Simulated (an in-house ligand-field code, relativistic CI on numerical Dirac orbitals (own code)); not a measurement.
# d2 in a ligand field: terms for several parameter sets

Which terms of d2 lie lowest for given Racah parameters and ligand field?

Program: an in-house ligand-field code version 1. Level of theory: parametric ligand-field model of a d^n configuration (Racah B and C, spin-orbit zeta, crystal field), exact diagonalisation. These are calculated values, not measurements, unless marked.

### 1 The system

* shell: d2
* set 1 (cm⁻¹): B = 940, C = 3520, D3d, 10Dq = 10550, Dsigma = 280, Dtau = -350
* set 2 (cm⁻¹): B = 1000, C = 4810, Oh, 10Dq = 58650
* set 3 (cm⁻¹): B = 310, C = 1170, Td, 10Dq = -14150
* set 4 (cm⁻¹): B = 680, C = 2960, Oh, 10Dq = 5000
* set 5 (cm⁻¹): B = 1140, C = 5780, Td, 10Dq = -8300
* set 6 (cm⁻¹): B = 320, C = 1450, D4h, 10Dq = 13000, Ds = -1500, Dt = -320
* set 7 (cm⁻¹): B = 640, C = 2750, Oh, 10Dq = 11650
* set 8 (cm⁻¹): B = 490, C = 2320, Oh, 10Dq = 31850

### 2 Set 1

Input settings:

```ini
n = 2
racah_B = 940  # cm-1
racah_C = 3520  # cm-1
zeta = 0  # cm-1
symmetry = D3d
field = {"10Dq": 10550, "Dsigma": 280, "Dtau": -350}  # cm-1
```

The program writes no log. Results of the run, from its result record (rounded, main fields):

```text
{
  "status": "converged",
  "terms [E_cm, degeneracy, irrep, S, n_eg]": [
    [0, 3, "A2", 1, 0.1149],
    [2760.019, 6, "E", 1, 0.08059],
    [9498.1226, 3, "A1", 1, 1],
    [10363.76, 6, "E", 1, 0.98],
    [13694.143, 2, "E", 0, 0.1259],
    [16173.07, 2, "E", 0, 0.07271],
    [16509.445, 1, "A1", 0, 0.08433],
    [18644.892, 3, "A2", 1, 1.876],
    [22770.589, 6, "E", 1, 0.9394],
    [23949.476, 3, "A2", 1, 1.01],
    [24438.067, 1, "A1", 0, 0.8898],
    [25970.627, 2, "E", 0, 0.9074],
    [27325.647, 1, "A1", 0, 0.5912],
    [27818.123, 1, "A2", 0, 1],
    [28629.538, 2, "E", 0, 1.013],
    [34763.235, 2, "E", 0, 1.881],
    [56719.331, 1, "A1", 0, 1.435]
  ],
  "n_levels_all": 17
}
```

Run time: 0.022 s. Hardware: 1 thread, shared host.

### 3 Set 2

Input settings:

```ini
n = 2
racah_B = 1000  # cm-1
racah_C = 4810  # cm-1
zeta = 0  # cm-1
symmetry = Oh
field = {"10Dq": 58650}  # cm-1
```

Result record:

```text
{
  "status": "converged",
  "terms [E_cm, degeneracy, irrep, S, n_eg]": [
    [0, 9, "T1", 1, 0.007685],
    [15940.623, 3, "T2", 0, 0.003572],
    [16044.939, 2, "E", 0, 0.00177],
    [37114.567, 1, "A1", 0, 0.04269],
    [56178.029, 9, "T2", 1, 1],
    [68706.059, 9, "T1", 1, 0.9923],
    [74005.436, 3, "T2", 0, 0.9964],
    [77798.029, 3, "T1", 0, 1],
    [114828.03, 3, "A2", 1, 2],
    [132551.12, 2, "E", 0, 1.998],
    [152531.49, 1, "A1", 0, 1.957]
  ],
  "n_levels_all": 11
}
```

Wall time 0.036 s (1 thread, shared host).

### 4 Set 3

Input settings:

```ini
n = 2
racah_B = 310  # cm-1
racah_C = 1170  # cm-1
zeta = 0  # cm-1
symmetry = Td
field = {"10Dq": -14150}  # cm-1
```

Result record:

```text
{
  "status": "converged",
  "terms [E_cm, degeneracy, irrep, S, n_eg]": [
    [0, 3, "A2", 1, 2],
    [4779.749, 2, "E", 0, 1.997],
    [9014.1154, 1, "A1", 0, 1.96],
    [14150, 9, "T2", 1, 1],
    [17573.212, 9, "T1", 1, 0.9752],
    [18890.684, 3, "T2", 0, 0.9946],
    [20210, 3, "T1", 0, 1],
    [29526.788, 9, "T1", 1, 0.02483],
    [33470.251, 2, "E", 0, 0.002806],
    [33509.316, 3, "T2", 0, 0.005426],
    [40355.885, 1, "A1", 0, 0.03994]
  ],
  "n_levels_all": 11
}
```

Wall time 0.037 s (1 thread, shared host).

### 5 Set 4

Input settings:

```ini
n = 2
racah_B = 680  # cm-1
racah_C = 2960  # cm-1
zeta = 0  # cm-1
symmetry = Oh
field = {"10Dq": 5000}  # cm-1
```

Result record:

```text
{
  "status": "converged",
  "terms [E_cm, degeneracy, irrep, S, n_eg]": [
    [0, 9, "T1", 1, 0.09689],
    [4296.3759, 9, "T2", 1, 1],
    [9296.3759, 3, "A2", 1, 2],
    [10300.378, 3, "T2", 0, 0.1621],
    [10774.844, 2, "E", 0, 0.1075],
    [13792.752, 9, "T1", 1, 0.9031],
    [16692.373, 3, "T2", 0, 0.8379],
    [18220.099, 1, "A1", 0, 0.7408],
    [18376.376, 3, "T1", 0, 1],
    [21217.908, 2, "E", 0, 1.892],
    [40132.653, 1, "A1", 0, 1.259]
  ],
  "n_levels_all": 11
}
```

Wall time 0.035 s (1 thread, shared host).

### 6 Set 5

Input settings:

```ini
n = 2
racah_B = 1140  # cm-1
racah_C = 5780  # cm-1
zeta = 0  # cm-1
symmetry = Td
field = {"10Dq": -8300}  # cm-1
```

Result record:

```text
{
  "status": "converged",
  "terms [E_cm, degeneracy, irrep, S, n_eg]": [
    [0, 3, "A2", 1, 2],
    [8300, 9, "T2", 1, 1],
    [14090.152, 9, "T1", 1, 0.4291],
    [19840.618, 2, "E", 0, 1.914],
    [27545.847, 3, "T2", 0, 0.8835],
    [27909.848, 9, "T1", 1, 0.5709],
    [30413.177, 1, "A1", 0, 1.53],
    [33540, 3, "T1", 0, 1],
    [39259.382, 2, "E", 0, 0.08645],
    [39854.153, 3, "T2", 0, 0.1165],
    [76966.823, 1, "A1", 0, 0.4703]
  ],
  "n_levels_all": 11
}
```

Run time: 0.035 s. Hardware: 1 thread, shared host.

### 7 Set 6

Input settings:

```ini
n = 2
racah_B = 320  # cm-1
racah_C = 1450  # cm-1
zeta = 0  # cm-1
symmetry = D4h
field = {"10Dq": 13000, "Ds": -1500, "Dt": -320}  # cm-1
```

Result record:

```text
{
  "status": "converged",
  "terms [E_cm, degeneracy, irrep, S, n_eg]": [
    [0, 6, "E", 1, 0.008746],
    [2722.3106, 3, "A2", 1, 0.03276],
    [3203.3113, 1, "A1", 0, 0.003444],
    [4908.6057, 2, "E", 0, 0.006296],
    [7811.2695, 1, "B2", 0, 0.00576],
    [7850.9962, 1, "B1", 0, 0.003239],
    [12927.746, 6, "E", 1, 0.9974],
    [12944.303, 1, "A1", 2.109e-15, 0.08765],
    [13508.969, 3, "A2", 1, 0.9672],
    [16055.64, 1, "A2", 0, 1],
    [16915.64, 3, "B2", 1, 1],
    [18034.27, 2, "E", 0, 0.9942],
    [22460.01, 1, "B2", 0, 0.9942],
    [23119.174, 6, "E", 1, 0.9939],
    [26284.044, 2, "E", 0, 0.9995],
    [29915.64, 3, "B1", 1, 2],
    [30570.815, 1, "A1", 0, 1.94],
    [35420.283, 1, "B1", 0, 1.997],
    [46714.13, 1, "A1", 0, 1.969]
  ],
  "n_levels_all": 19
}
```

Run time: 0.036 s. Hardware: 1 thread, shared host.

### 8 Set 7

Input settings:

```ini
n = 2
racah_B = 640  # cm-1
racah_C = 2750  # cm-1
zeta = 0  # cm-1
symmetry = Oh
field = {"10Dq": 11650}  # cm-1
```

Result record:

```text
{
  "status": "converged",
  "terms [E_cm, degeneracy, irrep, S, n_eg]": [
    [0, 9, "T1", 1, 0.04253],
    [9719.6749, 3, "T2", 0, 0.0362],
    [9934.4645, 2, "E", 0, 0.01861],
    [10539.338, 9, "T2", 1, 1],
    [19028.676, 9, "T1", 1, 0.9575],
    [20000.186, 1, "A1", 0, 0.3015],
    [21589.001, 3, "T2", 0, 0.9638],
    [22189.338, 3, "A2", 1, 2],
    [23719.338, 3, "T1", 0, 1],
    [33024.211, 2, "E", 0, 1.981],
    [47588.49, 1, "A1", 0, 1.698]
  ],
  "n_levels_all": 11
}
```

It took 0.035 s on 1 thread, shared host.

### 9 Set 8

Input settings:

```ini
n = 2
racah_B = 490  # cm-1
racah_C = 2320  # cm-1
zeta = 0  # cm-1
symmetry = Oh
field = {"10Dq": 31850}  # cm-1
```

Result record:

```text
{
  "status": "converged",
  "terms [E_cm, degeneracy, irrep, S, n_eg]": [
    [0, 9, "T1", 1, 0.006447],
    [7725.2241, 3, "T2", 0, 0.002904],
    [7771.2829, 2, "E", 0, 0.001439],
    [18123.754, 1, "A1", 0, 0.034],
    [30616.832, 9, "T2", 1, 1],
    [36733.663, 9, "T1", 1, 0.9936],
    [39268.439, 3, "T2", 0, 0.9971],
    [41136.832, 3, "T1", 0, 1],
    [62466.832, 3, "A2", 1, 2],
    [71072.38, 2, "E", 0, 1.999],
    [80649.909, 1, "A1", 0, 1.966]
  ],
  "n_levels_all": 11
}
```

It took 0.035 s on 1 thread, shared host.

### 10 The sets side by side

| set | 10Dq/B (size) | lowest | S | electrons in z² and x²-y² | first level of the same spin (cm⁻¹) |
| --- | --- | --- | --- | --- | --- |
| 1: D3d | 11.2 | 3A2 | 1.00 | 0.11 | 3E 2760 |
| 2: Oh | 58.6 | 3T1 | 1.00 | 0.01 | 3T2 56178 |
| 3: Td | 45.6 | 3A2 | 1.00 | 2.00 | 3T2 14150 |
| 4: Oh | 7.4 | 3T1 | 1.00 | 0.10 | 3T2 4296 |
| 5: Td | 7.3 | 3A2 | 1.00 | 2.00 | 3T2 8300 |
| 6: D4h | 40.6 | 3E | 1.00 | 0.01 | 3A2 2722 |
| 7: Oh | 18.2 | 3T1 | 1.00 | 0.04 | 3T2 10539 |
| 8: Oh | 65.0 | 3T1 | 1.00 | 0.01 | 3T2 30617 |

### 11 Outcome

```
    quantity                                                          value
lowest terms  1: 3A2, 2: 3T1, 3: 3A2, 4: 3T1, 5: 3A2, 6: 3E, 7: 3T1, 8: 3T1
```

In words: 8 of 8 sets have the highest spin that their shell allows, S = 1. A negative 10Dq stands for a tetrahedral field. B, C and the field are free parameters here, not those of a compound.
